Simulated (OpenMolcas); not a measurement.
**Au³⁺ among point charges: CASSCF and CASPT2 levels and susceptibility**

How does a field of 6 point charges split the states of Au³⁺, and what χT follows?

Method: state-averaged CASSCF and CASPT2, spin-orbit coupling by RASSI with atomic mean-field integrals. Code: OpenMolcas 26.06.

## (1) The system

| Quantity | Value |
| --- | --- |
| Species | Au³⁺ (gold, Z = 79, 76 electrons) |
| Basis | ANO-RCC-VDZP [7s6p4d2f], 59 functions |
| Scalar Hamiltonian | DKH2, point nucleus |
| Inactive shells | 1s 2s 2p 3s 3p 3d 4s 4p 4d 4f 5s 5p |
| Active space | 8 electrons in 5 orbitals (5d) |
| Some configurations of this space | 5d8 |
| Orbitals | optimised for each spin and parity, averaged over all roots |

The outer shells:

5d8
```
5d [↑↓][↑↓][↑↓][↑ ][↑ ]
```

The ion sits among 6 point charges of -0.85 e arranged as an octahedron (Oh), 1.85 Å from the ion.

The work runs as a chain of OpenMolcas steps in one folder; each step below is one input file. Labels, J, g values, rates, χT and fits are worked out afterwards by a script from the matrices that RASSI stores. The input lists half of the charges; inversion (Group=XYZ) makes the rest.

## (2) One- and two-electron integrals

Contents of a.inp:

```
&GATEWAY
Coord
1

Au 0.0 0.0 0.0
Basis=ANO-RCC-VDZP
Group=XYZ
NoMove
AngMom=0.0 0.0 0.0
AMFI
XField
3 Angstrom 0
1.850000 0.000000 0.000000 -0.850000
0.000000 1.850000 0.000000 -0.850000
0.000000 0.000000 1.850000 -0.850000
&SEWARD
```

The run is started by

```bash
$ OMP_NUM_THREADS=1 MOLCAS_MEM=1689 MOLCAS_PROJECT=a pymolcas a.inp > a.log
```

## (3) Reference wave functions, triplets of even parity, 10 roots

Contents of a.inp:

```
&RASSCF
FileOrb=start.orb
Symmetry=1
Spin=3
nActEl=8 0 0
Inactive=15 19
Ras2=5 0
CIRoot=10 10 1
SDav=10
CIMx=300
Iter=120 100
PrWF=0.3
OrbListing=Nothing
MaxOrb=0
>>> COPY $Project.JobIph JOB001
```

start.orb holds the contracted functions of the basis, ordered by shell, or the orbitals of the step before.

## (4) Reference wave functions, singlets of even parity, 15 roots

Contents of a.inp:

```
&RASSCF
FileOrb=start.orb
Symmetry=1
Spin=1
nActEl=8 0 0
Inactive=15 19
Ras2=5 0
CIRoot=15 15 1
SDav=15
CIMx=300
Iter=120 100
PrWF=0.3
OrbListing=Nothing
MaxOrb=0
>>> COPY $Project.JobIph JOB002
```

## (5) RASSI: spin-orbit coupling between the states

Contents of a.inp:

```
&RASSI
NrOfJobIphs=2 10 15
1 2 3 4 5 6 7 8 9 10
1 2 3 4 5 6 7 8 9 10 11 12 13 14 15
IphNames
JOB001
JOB002
EJob
SpinOrbit
DIPRint=1.0
SOCoupling=1000.0
Subsets=2
Property=9
'ANGMOM' 1 'ANGMOM' 2 'ANGMOM' 3 'MLTPL  1' 1 'MLTPL  1' 2 'MLTPL  1' 3
'AMFI' 1 'AMFI' 2 'AMFI' 3
SOProperty=3
'ANGMOM' 1 'ANGMOM' 2 'ANGMOM' 3
```

## (6) CASPT2: IPEA 0.25, imaginary shift 0.1 (closed shells correlated: 5s 5p)

Contents of a.inp:

```
>>> COPY JOB001 $Project.JobIph
&CASPT2
Multistate=10 1 2 3 4 5 6 7 8 9 10
NoMult
Frozen=14 16
IPEA=0.25
Imaginary=0.1
MaxIter=60
WThr=0.0 0.3 0.05
PrWF=0.5
NoMix
>>> COPY JOB002 $Project.JobIph
&CASPT2
Multistate=15 1 2 3 4 5 6 7 8 9 10 11 12 13 14 15
NoMult
Frozen=14 16
IPEA=0.25
Imaginary=0.1
MaxIter=60
WThr=0.0 0.3 0.05
PrWF=0.5
NoMix
```

(Steps that only read results are left out.)

Before running it: what results should come out? Wanted: spin-free ground state; first state of the same spin within the active space; lowest level; next level.

As calculated:

```
                                            quantity                                                                        value
                                              method  SS-CASPT2, IPEA 0.25, imaginary shift 0.1 (closed shells correlated: 5s 5p)
                              spin-free ground state                                              3A2, 1-fold in its orbital part
first state of the same spin within the active space                                                             3T2 at 6230 cm⁻¹
                                        lowest level                                                                    3-fold T2
                                          next level                                                                  4163.4 cm⁻¹
                                         χT at 300 K                                                               2.57 cm³ K/mol
                           effective moment at 300 K                                                                      4.53 μB
```

Cost by method:

| method | time of its own steps | time with the reference |
| --- | --- | --- |
| A. CASSCF | 5.5 s | 5.5 s |
| B. SS-CASPT2, IPEA 0.25, imaginary shift 0.1, +5s 5p | 2.3 s | 7.8 s |

Times are of one thread on a shared host.

**Reading.** The spin-free ground state (3A2) comes to 100 % from free-ion F terms and keeps the highest spin of the shell. χT at 300 K is 2.57, against 1.00 cm³ K/mol for the spin alone, so orbital moment adds to it. A ligand-field fit to the states below 45000 cm-1 gives 10Dq = 6306 cm-1, B = 827 cm-1 and C = 3424 cm-1 (C/B = 4.14), with a deviation of 387 cm-1. CASPT2 does not keep the components of a term degenerate, and the means are used. The field of point charges can differ much from that of real complexes. Point charges carry no covalency, so the field is a model and not that of real ligands.
